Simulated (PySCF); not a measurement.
# Changing the system itself: InGa (triplet)

One physical setting of the base script is moved in each run, with the edits that it forces.

Program: PySCF 2.14.0. Level of theory: each script names its method and basis. These are calculated values, not measurements.

2 further runs of the same task are left out: 2 for a known fault of the program.

**1. The starting structure**

InGa (triplet): 2 atoms, charge 0, spin multiplicity 3.

Bond lengths: In1–Ga2 2.465 Å.

**2. Base script**

input.py reads:

```python
from pyscf import gto, scf

mol = gto.M(
    atom='In 0 0 0; Ga 0 0 2.465',
    basis='sbkjc',
    ecp={'In': 'sbkjc', 'Ga': 'sbkjc'},
    charge=0,
    spin=2,
    verbose=4,
)
mf = scf.UHF(mol)
mf.kernel()
mf.stability(internal=True, external=True)
mf.dip_moment()
print('orbital energies (hartree):', [e[max(0, n-3):n+3].round(4) for e, n in zip(mf.mo_energy, mol.nelec)])
```

On the command line:

```console
$ OMP_NUM_THREADS=1 python input.py
```

Its log is not repeated here.

In short: E(SCF) = -445.377445 Eh, ⟨S²⟩ = 2.128, μ = 0.86 D, internal unstable; real -> complex stable; UHF/UKS -> GHF/GKS unstable.

The bond length is a typed value, not an optimised one. A lower solution of the same kind exists, so this energy is an upper bound. The triplet is typed in the script; nothing here shows that it is the ground state.

**3. Singlet**

Edit 1 changes spin (2S): 2 → 0.

input.py reads:

```python
from pyscf import gto, scf

mol = gto.M(
    atom='In 0 0 0; Ga 0 0 2.465',
    basis='sbkjc',
    ecp={'In': 'sbkjc', 'Ga': 'sbkjc'},
    charge=0,
    spin=0,
    verbose=4,
)
mf = scf.UHF(mol)
mf.kernel()
mf.stability(internal=True, external=True)
mf.dip_moment()
print('orbital energies (hartree):', [e[max(0, n-3):n+3].round(4) for e, n in zip(mf.mo_energy, mol.nelec)])
```

On the command line:

```console
$ OMP_NUM_THREADS=1 python input.py
```

**4. Bond 2.169 Å**

Edit 2 changes bond length: 2.465 Å → 2.169 Å.

input.py, as its differences from that of step 2:

```diff
@@ -3,3 +3,3 @@
 mol = gto.M(
-    atom='In 0 0 0; Ga 0 0 2.465',
+    atom='In 0 0 0; Ga 0 0 2.169',
     basis='sbkjc',
```

**5. Quintet**

Edit 3 changes spin (2S): 2 → 4.

input.py, as its differences from that of step 2:

```diff
@@ -7,3 +7,3 @@
     charge=0,
-    spin=2,
+    spin=4,
     verbose=4,
```

**6. Charge +2**

Edit 4 changes charge: 0 → 2.

input.py, as its differences from that of step 2:

```diff
@@ -6,3 +6,3 @@
     ecp={'In': 'sbkjc', 'Ga': 'sbkjc'},
-    charge=0,
+    charge=2,
     spin=2,
```

**7. Electric field 0.005 a.u.**

Edit 5 changes electric field: none → 0.005 a.u.

input.py, as its differences from that of step 2:

```diff
@@ -11,2 +11,7 @@
 mf = scf.UHF(mol)
+field = 0.005  # electric field along z, atomic units
+h = mf.get_hcore() + field*mol.intor('int1e_r')[2]
+mf.get_hcore = lambda *args: h
+e_nuc = mol.energy_nuc() - field*mol.atom_charges() @ mol.atom_coords()[:, 2]
+mf.energy_nuc = lambda *args: e_nuc
 mf.kernel()
```

Q: Predict the outcome of this session. Wanted: for each run, E(SCF); from base; gap, α spin; SCF dipole; after the SCF.

**Answer**, as computed:

```
                      run  E(SCF) (hartree)  from base (eV)  cycles  gap, α spin (eV)  SCF dipole (D)                                            after the SCF
                     base       -445.377445               0      25              6.14            0.86                   unstable: internal, UHF/UKS -> GHF/GKS
                  singlet       -445.338858         +1.0500      20              5.18            0.63  unstable: internal, real -> complex, UHF/UKS -> GHF/GKS
             bond 2.169 Å       -445.337987         +1.0737      21              6.85            0.55                   unstable: internal, UHF/UKS -> GHF/GKS
                  quintet       -445.335970         +1.1286      18              7.41            0.19                             unstable: UHF/UKS -> GHF/GKS
                charge +2       -444.662571        +19.4527      19              6.03             n/a  unstable: internal, real -> complex, UHF/UKS -> GHF/GKS
electric field 0.005 a.u.       -445.378048         -0.0164      17              5.87            1.55                                       unstable: internal
```

The largest comparable shift of the SCF energy, +1.129 eV, comes with the run “quintet”. The singlet solution found lies 1.05 eV above the base triplet at this geometry and level. The quintet solution found lies 1.13 eV above the base triplet at this geometry and level.
